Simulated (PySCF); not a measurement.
# A diatomic session: GdAs

One job finds the state of GdAs, follows it along the bond with each method and fits the curves.

Computed with PySCF 2.14.0. Level: Gd ANO-RCC-VDZP, As ANO-RCC-VDZP, spin-free X2C with a Gaussian nucleus.

### 1 The job

A driver script around PySCF takes these settings:

```json
{"atoms": "Gd, As", "charge": "0", "basis": "Gd ANO-RCC-VDZP, As ANO-RCC-VDZP", "Hamiltonian": "spin-free X2C with a Gaussian nucleus", "basis functions": "95", "electrons treated": "97", "masses in u": "157.9241, 74.9216", "levels": "PBE0, PBE, r²SCAN, r²SCAN0, B2PLYP, LC-ωPBE, HF, MP2, SCS-MP2", "grid": "80 radial by 434 angular points", "occupations": "held fixed by the projection of orbital angular momentum", "dissociation limit": "Gd + As, each in its ground configuration", "starting distance in angstrom": "2.695", "values of 2S to try": "5, 7, 9"}
```

On the command line:

```console
$ OMP_NUM_THREADS=2 python dia.py task.json out
```

The runs that follow: First curve: PBE0; Higher solutions at PBE0; PBE (GGA); r²SCAN (meta-GGA); r²SCAN0 (hybrid meta-GGA); B2PLYP (double hybrid); LC-ωPBE; ROHF (mean field).

**Question.** What will these runs give? Wanted: for each run, Re; ωe; De; μ.

The runs gave:

Lowest PBE0 solution found, without spin–orbit coupling: ¹⁰Π (decet), unpaired electrons σ ↑↑, π ↑↑↑, δ ↑↑, φ ↑↑, about 7.0 electrons in the 4f shell (Mulliken). State 2 has its PBE0 minimum 0.07 eV higher, as a spin-mixed determinant (⟨S²⟩ = 16.85), so this is no gap between pure states. State 3 has its PBE0 minimum 0.37 eV higher, as a spin-mixed determinant (⟨S²⟩ = 10.82), so this is no gap between pure states. The other levels ran on the lowest alone.

| level | Re (Å) | ωe (cm⁻¹) | De (eV) | μ (D) |
| --- | --- | --- | --- | --- |
| ROHF | 2.590 | 268.8 | 0.326 | -8.35 |
| ROHF-MP2 | 2.552 | 261.3 | 1.97 | n/a |
| ROHF-SCS-MP2 | 2.571 | 255.1 | 1.71 | n/a |
| PBE | 2.582 | 239.8 | 2.99 | -5.27 |
| r²SCAN | 2.556 | 260.4 | 2.70 | -6.03 |
| PBE0 | 2.554 | 264.3 | 2.49 | -6.07 |
| r²SCAN0 | 2.548 | 268.3 | 2.35 | -6.52 |
| LC-ωPBE | 2.517 | 287.3 | 2.23 | -7.47 |
| B2PLYP | 2.580 | 252.9 | 2.31 | -6.73 |

De is counted to Gd + As in their ground configurations. A positive dipole means Gd(−)As(+).

**Reading.** The methods spread over 0.074 Å in bond length, from LC-ωPBE to ROHF. Of the levels with a De here, ROHF gives the least (0.326 eV) and PBE the most (2.99 eV).

Correlated steps freeze 27 core orbitals. Spin–orbit coupling is left out, which matters for elements this heavy, above all for dissociation energies. B2PLYP dipoles, levels and charges come from its SCF part alone. The state is the lowest single determinant that the PBE0 search found; with open d or f shells the true ground state can be another one. With spin–orbit coupling the term label itself may not hold.
